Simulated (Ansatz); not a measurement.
# GeH6OSi: one species, many methods

The task here is to estimate one member of a computed series from the others.

Program: Ansatz 0.2.0, Gaussian basis. Level of theory: functionals in def2-TZVPP, the program's frozen cores in correlated methods. These are calculated values, not measurements.

The runs, in order: LDA (SPW92), PBE-D4, revPBE-D4, BLYP-D4, r2SCAN-D4, B97M-V, PBE0-D4, B3LYP-D4, r2SCANh-D4, r2SCAN0-D4, HSE06-D4, BHLYP-D4, CAM-B3LYP-D4, LC-ωPBE, ωB97X-V, ωB97M-V, B2PLYP, PBE-QIDH; CCSD(T)/def2-SVP; CCSD(T)/def2-TZVPP; MP2/def2-QZVPP; extrapolation to the limit; RPA on PBE.

## The geometry

The geometry comes from an earlier relaxation with PBE0-D4 in a triple-zeta def2 set; it is a stationary point, not always the lowest conformer.

SMILES `[SiH3][O][GeH3]`, 9 atoms, charge 0, spin multiplicity 1.

Atoms are counted from 1 here; the program's logs count them from 0.

Bond lengths: Si1–O2 1.633 Å, Si1–H4 1.490 Å, Si1–H5 1.484 Å, Si1–H6 1.490 Å, O2–Ge3 1.776 Å, Ge3–H7 1.532 Å, Ge3–H8 1.538 Å, Ge3–H9 1.538 Å. Angles: O2–Si1–H4 111.0°, O2–Si1–H5 108.2°, O2–Si1–H6 111.0°, H4–Si1–H5 109.4°, H4–Si1–H6 107.8°, H5–Si1–H6 109.4°, Si1–O2–Ge3 134.7°, O2–Ge3–H7 105.5°, O2–Ge3–H8 108.4°, O2–Ge3–H9 108.4°, H7–Ge3–H8 111.8°, H7–Ge3–H9 111.8°, H8–Ge3–H9 110.8°.

The first run:

Input file in.yaml:

```yaml
crystal:
  periodic: [false, false, false]
  atoms:
    - {symbol: Si, position_ang: [-0.686613, 1.033121, -0.921361]}
    - {symbol: O, position_ang: [0.592728, 0.201852, -0.339398]}
    - {symbol: Ge, position_ang: [0.809846, -1.049482, 0.901674]}
    - {symbol: H, position_ang: [-1.697466, 0.113186, -1.514514]}
    - {symbol: H, position_ang: [-0.195757, 1.964799, -1.966748]}
    - {symbol: H, position_ang: [-1.355582, 1.810795, 0.159276]}
    - {symbol: H, position_ang: [2.310793, -1.355590, 0.916959]}
    - {symbol: H, position_ang: [-0.018768, -2.280510, 0.498390]}
    - {symbol: H, position_ang: [0.329319, -0.484370, 2.248722]}
basis:
  gaussian: {orbitals: def2-TZVPP}
hamiltonian: {xc: lda}
output: {orbitals: {seedname: orbitals}}
```

Steps of the session up to this table: LDA; PBE-D4 (GGA); revPBE-D4 (GGA); BLYP-D4 (GGA); r2SCAN-D4 (meta-GGA); B97M-V (meta-GGA); PBE0-D4 (hybrid); B3LYP-D4 (hybrid); r2SCANh-D4 (hybrid); r2SCAN0-D4 (hybrid); HSE06-D4 (hybrid); BHLYP-D4 (hybrid); CAM-B3LYP-D4 (range-separated); LC-ωPBE-D4 (range-separated; the results give it without D4); ωB97X-V (range-separated); ωB97M-V (range-separated); B2PLYP (double hybrid); PBE-QIDH (double hybrid).

One of the session's tables, all rows but one given; the rest of the session is left out.

It belongs to the step «Orbital energies across the functionals». 

```
  functional  HOMO (eV)  gap (eV)
 LDA (SPW92)          ?         ?
      PBE-D4      -7.02      5.89
   revPBE-D4      -6.99      5.99
     BLYP-D4      -6.93      5.93
   r2SCAN-D4      -7.37      6.60
      B97M-V      -7.53      6.54
     PBE0-D4      -8.46      8.21
    B3LYP-D4      -8.25      7.77
  r2SCANh-D4      -7.91      7.43
  r2SCAN0-D4      -8.71      8.66
    HSE06-D4      -8.06      7.43
    BHLYP-D4      -9.85     10.48
CAM-B3LYP-D4      -9.88     10.62
     LC-ωPBE     -11.21     13.17
     ωB97X-V     -10.90     12.68
     ωB97M-V     -10.77     12.27
```

Q: Estimate the row for LDA (SPW92) from the others.

As computed: HOMO (eV): -7.09; gap (eV): 5.67. In the column «HOMO (eV)» it lies between r2SCAN-D4 (-7.37) and PBE-D4 (-7.02).
